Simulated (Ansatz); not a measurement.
# K2YCuF6, space group Fm-3m: a single point

Program: the Ansatz DFT code, driven from Python.

The script reads `POSCAR`:
```text
K2YCuF6
1.0
   0.00000000    4.42405143    4.42405143
   4.42405143    0.00000000    4.42405143
   4.42405143    4.42405143    0.00000000
K Y Cu F
2 1 1 6
Direct
   0.75000000    0.75000000    0.75000000
   0.25000000    0.25000000    0.25000000
   0.50000000    0.50000000    0.50000000
   0.00000000    0.00000000    0.00000000
   0.74602498    0.25397502    0.25397502
   0.25397502    0.25397502    0.74602498
   0.25397502    0.74602498    0.74602498
   0.25397502    0.74602498    0.25397502
   0.74602498    0.25397502    0.74602498
   0.74602498    0.74602498    0.25397502
```

At the Python prompt:
```pycon
>>> from collections import Counter
>>> from pathlib import Path
>>> import json
>>> import ansatz as az
>>> from ase.io import read
>>> import numpy as np
>>> from pymatgen.core import Structure
>>> atoms = read("POSCAR", format="vasp")
>>> k2ycuf6 = az.Crystal.from_ase(atoms)
>>> k2ycuf6.resolved().sites[-1]
Site(symbol='F', position=(0.74602498, 0.74602498, 0.25397502), moment=None, axis=None, held=None, saved=None)
>>> # functional, basis and sampling
>>> calculation = k2ycuf6.calculation()
>>> calculation = calculation.functional("r2scan")
>>> calculation = calculation.pseudopotentials("paw").kpoints(mesh=(4, 4, 4))
>>> calculation = calculation.occupations("Fixed")
>>> calculation = calculation.density().potential()
>>> calculation = calculation.electron_localization_function().output_files(volumetric_format="npy")
>>> calculation = calculation.band_table()
>>> done = calculation.run(events_out="events.ndjson")
DeckWarning: basis.ecutwfc = 500 eV, auto-derived from the records' recommended cutoffs: set by K (their level for a meta-GGA)
>>> r = done.report
>>> done.lattice.cell_ang
array([[0.        , 4.42405143, 4.42405143],
       [4.42405143, 0.        , 4.42405143],
       [4.42405143, 4.42405143, 0.        ]])
>>> with open("events.ndjson") as stream:
...     kinds = Counter(json.loads(line)["event"] for line in stream)
...
>>> print("events:", {kind: kinds[kind] for kind in ("scf_iter", "scf_done", "notice", "finished")})
events: {'scf_iter': 8, 'scf_done': 1, 'notice': 2, 'finished': 1}
>>> energy = r["free_energy_ev"]
>>> print("K2YCuF6: {:.6f} eV = {:.6f} Ry = {:.6f} Ha".format(energy, energy / 13.605693, energy / 27.211386))
K2YCuF6: -18448.179365 eV = -1355.916186 Ry = -677.958093 Ha
>>> print("Fermi level {:.4f} eV, {} k-points, {} symmetry operations".format(r["fermi_energy_ev"], r["n_kpoints"], r["n_symmetry_ops"]))
Fermi level 6.7355 eV, 8 k-points, 48 symmetry operations
>>> folder = Path(done.write_results("fields"))
>>> print("densities in e/A^3, potentials in eV, ELF without unit")
densities in e/A^3, potentials in eV, ELF without unit
>>> for name in sorted(p.name for p in folder.glob("*.npy")):
...     field = np.load(folder / name)
...     print(f"{name:16s} {str(field.shape):16s} min {field.min():10.4f}  mean {field.mean():10.4f}  max {field.max():10.4f}")
...
elf.npy          (48, 48, 48)     min     0.0024  mean     0.2609  max     0.9284
rho.npy          (48, 48, 48)     min     0.0077  mean     0.5197  max    71.4795
v_es.npy         (48, 48, 48)     min   -57.6439  mean     3.0286  max    10.0811
v_tot.npy        (48, 48, 48)     min   -85.9788  mean    -6.0177  max     5.8946
>>> gap = None if "band_edges_ev" not in r else r["band_edges_ev"][1] - r["band_edges_ev"][0]
>>> print("gap on the k mesh:", "withheld (metal, or smearing too wide to tell)" if gap is None else f"{gap:.3f} eV")
gap on the k mesh: 0.955 eV
>>> print("lowest empty less highest filled band, by band count:", round(r["gap_by_band_count_ev"], 3), "eV")
lowest empty less highest filled band, by band count: 0.955 eV
>>> final = Structure(done.lattice.cell_ang, [s.symbol for s in done.lattice.sites], [s.position_frac for s in done.lattice.sites])
>>> print(final.to(fmt="poscar"))
K2 Y1 Cu1 F6
1.0
   0.0000000000000000    4.4240514299999996    4.4240514299999996
   4.4240514299999996    0.0000000000000000    4.4240514299999996
   4.4240514299999996    4.4240514299999996    0.0000000000000000
K Y Cu F
2 1 1 6
direct
   0.7500000000000000    0.7500000000000000    0.7500000000000000 K
   0.2500000000000000    0.2500000000000000    0.2500000000000000 K
   0.5000000000000000    0.5000000000000000    0.5000000000000000 Y
   0.0000000000000000    0.0000000000000000    0.0000000000000000 Cu
   0.7460249799999999    0.2539750200000000    0.2539750200000000 F
   0.2539750200000000    0.2539750200000000    0.7460249799999999 F
   0.2539750200000000    0.7460249799999999    0.7460249799999999 F
   0.2539750200000000    0.7460249799999999    0.2539750200000000 F
   0.7460249799999999    0.2539750200000000    0.7460249799999999 F
   0.7460249799999999    0.7460249799999999    0.2539750200000000 F
>>> terms = r["components"]
>>> {name: round(terms[name], 3) for name in ("e_kinetic", "e_hartree", "e_xc", "e_local", "e_nonlocal")}
{'e_kinetic': 2361.921, 'e_hartree': 4868.912, 'e_xc': -993.73, 'e_local': -11808.632, 'e_nonlocal': 939.127}
```

What to keep in mind:
- Total energies depend on the potentials; only differences at equal settings carry meaning. A total without «per atom» is that of the cell as typed.
- The run is spin-unpolarised.
- Semilocal gaps usually lie well under measured ones.
- The energy terms are those on the plane-wave grid, with the one-centre PAW part apart; the terms shown are only some of the summands, so they needn't add up to F.
- The Fermi level of a run with fixed occupations marks the highest occupied state on its mesh, not mid-gap.
- Only differences from the Fermi energy are physical; the zero of the scale is a convention.
- Without a Hubbard U or exact exchange, semilocal functionals often make such 3d compounds metallic or too weakly gapped.
- Densities and potentials on the grid are those of the valence electrons, and inside the cores they hang on the potentials used.
- The structure comes from a database of computed cells and needn't be a stable or known phase.
- Gaps and levels are Kohn-Sham values on a finite set of k-points, without spin-orbit coupling.
- Warnings are shown shortened and without file and line.
- Run time: 13 s on 1 thread of Arm Neoverse V1, with other jobs on the host, peak memory 0.94 GiB.

(Lines on the test bed's own set-up are left out of the output.)
